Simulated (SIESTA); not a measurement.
Al3Ni2Pt:

```
Pt Ni Al
1.0
     2.96631    0.00000    0.00000
     0.00000    2.96631    0.00000
     0.00000    0.00000    8.86840
Pt Ni Al
1 2 3
Cartesian
  0.0000 0.0000 0.0000
  0.0000 0.0000 5.9040
  0.0000 0.0000 2.9644
  1.4832 1.4832 7.2389
  1.4832 1.4832 4.4342
  1.4832 1.4832 1.6295
```

The cell comes from a database or a generator and needn't be the stable form of this composition.

| Quantity | Value |
| --- | --- |
| Program | SIESTA 5.4.2 |
| Task | single point |
| Functional | PBEsol |
| Potentials or basis | PseudoDojo 0.4 standard (PBEsol files) |
| Basis | DZP (energy shift 0.003 Ry; two zetas on semicore shells) |
| Grid cutoff | 800 Ry |
| Energy shift | 0.003 Ry |
| k mesh | 9 × 9 × 3 |
| Occupations | fermi-dirac, width 0.05 eV |
| Spin | collinear spin, ferromagnetic start |
| Starting moments | [0.0, 1.0, 1.0, 0.0, 0.0, 0.0] μB |

On this cell: pressure -5.9 GPa; largest force 0.281 eV/Å; net moment 0.00 μB per cell; band gap on the k mesh none (metal or under the smearing width).

The same run follows on a disturbed copy (atoms moved at random, drawn with an rms of 0.05 Å):

```
Pt Ni Al
1.0
     2.96631    0.00000    0.00000
     0.00000    2.96631    0.00000
     0.00000    0.00000    8.86840
Pt Ni Al
1 2 3
Cartesian
  0.0162 0.0419 -0.0672
  0.0014 -0.0012 5.9104
  -0.0130 -0.0129 2.9897
  1.4478 1.4411 7.2748
  1.4793 1.4845 4.4199
  1.5275 1.4281 1.5835
```

What does the disturbed cell give?

The energy (extrapolated to zero smearing) moves by +11.3 meV/atom; pressure -4.9 GPa; largest force 0.818 eV/Å; net moment 0.00 μB per cell; band gap on the k mesh none (metal or under the smearing width).

Forces on the atoms (eV/Å):
```
Pt  -0.122 -0.485  0.514
Ni  -0.113 -0.128 -0.348
Ni   0.161 -0.087  0.043
Al   0.331  0.421 -0.618
Al  -0.004 -0.055  0.170
Al  -0.255  0.332  0.240
```

Stress tensor (GPa, compression positive):
```
-4.59  0.05 -0.21
 0.05 -4.70 -0.31
-0.21 -0.31 -5.43
```

Caveats: short orbitals over semicore shells can move pressures by several GPa; the basis of atomic orbitals isn't converged, which shifts pressures, moduli and gaps.
